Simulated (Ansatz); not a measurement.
Write a Python script for the Ansatz DFT code, driven from Python that makes a cohesive energy from free atoms of LiMg and its free atoms. Use (first run): PBEsol, PAW, cutoff 530 eV, Gaussian smearing of 0.02 eV.

`cohesive.py`:
```python
"""Binding of LiMg against spin-polarised atoms in a box."""

from collections import Counter
import warnings

import ansatz as az

PHASES = {
    "LiMg": (
        [(1.545751, 0.89244, 5.081052), (-1.545751, 0.89244, 5.081052), (0.0, -1.78488, 5.081052)],
        [
            ("Li", (0.0, 0.0, 0.0)),
            ("Mg", (0.5, 0.5, 0.5)),
        ],
    ),
}


def build(vectors, sites):
    crystal = az.Crystal(lattice=az.Lattice.of(vectors))
    for symbol, position in sites:
        crystal = crystal.atom(symbol, position)
    return crystal


def counts(outcome):
    return Counter(site.symbol for site in outcome.lattice.sites)

UNPAIRED = {"Li": 1, "Mg": 0}  # unpaired electrons of the free atoms


def compute(name, crystal):
    calc = (
        crystal.calculation()
        .accuracy("medium")
        .basis(530, xc_grid=1)
        .functional("pbesol")
        .mixing("msr1")
        .scf(max_iterations=60, lower_state_search="off")
        .eigensolver("davidson")
        .kpoints(spacing=0.39)
        .occupations("gaussian", width=0.02)
    )
    if name.endswith(" atom"):
        calc = calc.kpoints(1, 1, 1).occupations("fermi_dirac", width=0.01)
        if UNPAIRED[name.split()[0]]:
            calc = calc.spin("collinear")
        return calc.run(threads=1)
    calc = calc.relax(force_tolerance=0.03, cell=True)
    return calc.run(threads=1)

warnings.simplefilter("ignore", az.DeckWarning)

phases = {name: build(*cell) for name, cell in PHASES.items()}
# free atoms: a low-symmetry box, moments by the rule of Hund
for element, moment in UNPAIRED.items():
    phases[f"{element} atom"] = az.Lattice.orthorhombic(10.0, 10.5, 11.0).atom(element, (0.5, 0.5, 0.5), moment=moment or None)

done = {}
for name, crystal in phases.items():
    done[name] = compute(name, crystal)
    print(f"{name}: {done[name].report['energy_sigma0_ev']:.4f} eV, {len(done[name].lattice.sites)} atoms")

for element in UNPAIRED:
    atom = done[f"{element} atom"].report
    print(f"{element} atom: {atom['energy_sigma0_ev']:.4f} eV, moment {atom['magnetization_mub']:.2f} muB")
solid = done["LiMg"]
n = counts(solid)
binding = (sum(k * done[f"{e} atom"].report["energy_sigma0_ev"] for e, k in n.items()) - solid.report["energy_sigma0_ev"]) / sum(n.values())
print(f"cohesive energy {binding:.3f} eV/atom = {96.4853 * binding:.0f} kJ/mol of atoms (no zero-point energy)")
```

Output of `python cohesive.py`:
```text
LiMg: -2115.1198 eV, 2 atoms
Li atom: -201.3325 eV, 1 atoms
Mg atom: -1910.3431 eV, 1 atoms
Li atom: -201.3325 eV, moment 1.00 muB
Mg atom: -1910.3431 eV, moment 0.00 muB
cohesive energy 1.722 eV/atom = 166 kJ/mol of atoms (no zero-point energy)
```

Notes:
- The settings weren't tested for convergence.
- The magnetic order follows from the starting moments and needn't be the lowest.
- For the metals among these phases the mesh is modest: differences between phases can be off by up to 40 meV an atom.
- The cells come from databases of deposited and of computed structures, and not all need be stable phases.
- Free atoms in a box carry small image and symmetry errors, and spin-orbit coupling is left out.
- Finished in 22 s on 1 thread of Arm Neoverse V1 (shared host), peak memory 0.93 GiB.

(Lines on the test bed's own set-up are left out of the output.)
